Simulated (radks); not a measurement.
**Valence configurations of Hf²⁺**

One table from this session's results is given with a row withheld; the runs are named, their logs left out.

The numbers are computed with radks (a radial shooting solver on a logarithmic mesh, Libxc functionals) version 1 (scalar-relativistic Kohn-Sham, BLYP, spin-polarised, spherical densities, finite nucleus; open shells are filled with parallel spins first), except any that are marked as measured or tabulated.

## The system

```
element            : hafnium (Z = 72)
charge             : +2
electrons          : 70
configuration      : [Xe] 4f14 5d2
nuclear rms radius : 5.347 fm
others tried       : 4f13.5 5d2 6p0.5; 4f13 5d2 6s1; 4f13 5d3; 4f12.5 5d2 6s1 6p0.5; 4f14 5d1 6p1; 4f12 5d4; 4f14 5d1 6s1; 4f14 5d1.5 6s0.5; 4f13 5d2 6p1
```

The outer shells:

Hf²⁺
```
[Xe] core
4f [↑↓][↑↓][↑↓][↑↓][↑↓][↑↓][↑↓]
5d [↑ ][↑ ][  ][  ][  ]
```

The first run:

Settings of this run:

```text
Z 72
configuration [Xe] 4f14 5d2
relativity scalar-relativistic
functional b88,lyp
spin polarised
nucleus finite rms 5.347 fm
c 137.035999084
```

Among the steps run: [Xe] 4f14 5d2.

One of the session's tables, all rows but one given; the rest of the session is left out.

Radial moments (bohr):

| level | <r> | outermost maximum (interpolated) | 90 % within | nodes |
| --- | --- | --- | --- | --- |
| 5s up | ? | ? | ? | ? |
| 5s down | 1.132 | 1.01 | 1.63 | 4 |
| 5p up | 1.343 | 1.16 | 1.97 | 3 |
| 5p down | 1.336 | 1.16 | 1.96 | 3 |
| 4f up | 0.6789 | 0.454 | 1.15 | 0 |
| 4f down | 0.6745 | 0.454 | 1.14 | 0 |
| 5d up | 2.114 | 1.65 | 3.29 | 2 |
| 5d down | 2.149 | 1.65 | 3.37 | 2 |

Q: Estimate the row for 5s up from the others.

The run gave: <r>: 1.137; outermost maximum (interpolated): 1.02; 90 % within: 1.64; nodes: 4. In the column «<r>» it lies between 5s down (1.132) and 5p down (1.336).
